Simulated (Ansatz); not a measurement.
Predict the output of the script below (Ansatz 0.2.0, Python API).

`run_drho.py`:
```python
# -*- coding: utf-8 -*-
"""Density difference of MgPd5 against its sublattices."""

import warnings

import ansatz as az
import numpy as np

XC = "pbesol"
ECUT = 460
KGRID = (6, 6, 5)

vectors0 = np.array([
    [4.82672, 0.0, 0.0],
    [-2.41336, 4.18006, 0.0],
    [0.0, 0.0, 4.5107],
])
sites = [
    ("Mg", (0.0, 0.0, 0.5)),
    ("Pd", (0.66479, 0.66479, 0.0)),
    ("Pd", (1 / 3, 2 / 3, 0.5)),
    ("Pd", (0.0, 0.33521, 0.0)),
    ("Pd", (0.33521, 0.0, 0.0)),
    ("Pd", (2 / 3, 1 / 3, 0.5)),
]


def on_lattice(cell):
    crystal = az.Crystal(lattice=az.Lattice.of(cell))
    for symbol, position in sites:
        crystal = crystal.atom(symbol, position)
    return crystal


def main():
    warnings.simplefilter("ignore", az.DeckWarning)

    # one cutoff and one grid for all runs, so that the fields can be subtracted
    def solve(crystal):
        return (
            crystal.calculation()
            .functional(XC)
            .occupations(az.OccupationsMethod.FERMI_DIRAC, width=50 * az.meV)
            .basis(ECUT, grid_basis="typed")
            .kpoints(*KGRID)
            .density()
            .run(threads=1)
        )


    whole = solve(on_lattice(vectors0))
    difference = whole.density().channels[0].density_e_per_ang3.copy()
    binding = whole.report["free_energy_ev"]
    for element in ["Mg", "Pd"]:
        part = az.Crystal(lattice=az.Lattice.of(vectors0))
        for symbol, position in sites:
            if symbol == element:
                part = part.atom(symbol, position)
        alone = solve(part)
        difference -= alone.density().channels[0].density_e_per_ang3
        binding -= alone.report["free_energy_ev"]
        print(f"{element} sublattice: {alone.report['n_electrons']:g} electrons, {alone.report['n_iterations']} iterations")

    voxel = abs(np.linalg.det(vectors0)) / difference.size
    print(f"energy of the crystal less its unpolarised sublattices: {binding / len(sites):.4f} eV/atom")
    print(f"net charge of the difference {difference.sum() * voxel:.5f} e, charge rearranged {0.5 * np.abs(difference).sum() * voxel:.3f} e")
    print(f"extremes {difference.min():.4f} and {difference.max():.4f} e/A^3")
    for (symbol, position) in sites:
        index = tuple(int(round(p * n)) % n for p, n in zip(position, difference.shape))
        print(f"  change of the pseudo-density at the grid point nearest {symbol}: {difference[index]:+.4f} e/A^3")
    profile = difference.mean(axis=(0, 1))
    print("planar mean along the third vector:", np.round(profile[:: max(len(profile) // 12, 1)], 4))


if __name__ == "__main__":
    main()
```

```console
$ python run_drho.py
Mg sublattice: 10 electrons, 6 iterations
Pd sublattice: 90 electrons, 8 iterations
energy of the crystal less its unpolarised sublattices: -0.8759 eV/atom
net charge of the difference -0.00000 e, charge rearranged 0.404 e
extremes -0.0771 and 0.0680 e/A^3
  change of the pseudo-density at the grid point nearest Mg: -0.0397 e/A^3
  change of the pseudo-density at the grid point nearest Pd: -0.0014 e/A^3
  change of the pseudo-density at the grid point nearest Pd: +0.0060 e/A^3
  change of the pseudo-density at the grid point nearest Pd: -0.0014 e/A^3
  change of the pseudo-density at the grid point nearest Pd: -0.0014 e/A^3
  change of the pseudo-density at the grid point nearest Pd: +0.0060 e/A^3
planar mean along the third vector: [-0.001  -0.0055 -0.0012  0.0031  0.0029  0.0012  0.0009  0.0004 -0.0027
  0.0004  0.0009  0.0012  0.0029  0.0031 -0.0012 -0.0055]
```

Densities and potentials on the grid are those of the valence electrons, and inside the cores they hang on the potentials used. This cell is a computed structure, which may not be the phase found in nature. Charge moved counts every rearrangement, bonding and polarisation too, and is no transfer between atoms; the bare sublattices are artificial references. Values near the nuclei depend on the potentials. Timing: 18 s on 1 thread of Arm Neoverse V2, with other jobs on the host, peak memory 0.41 GiB.
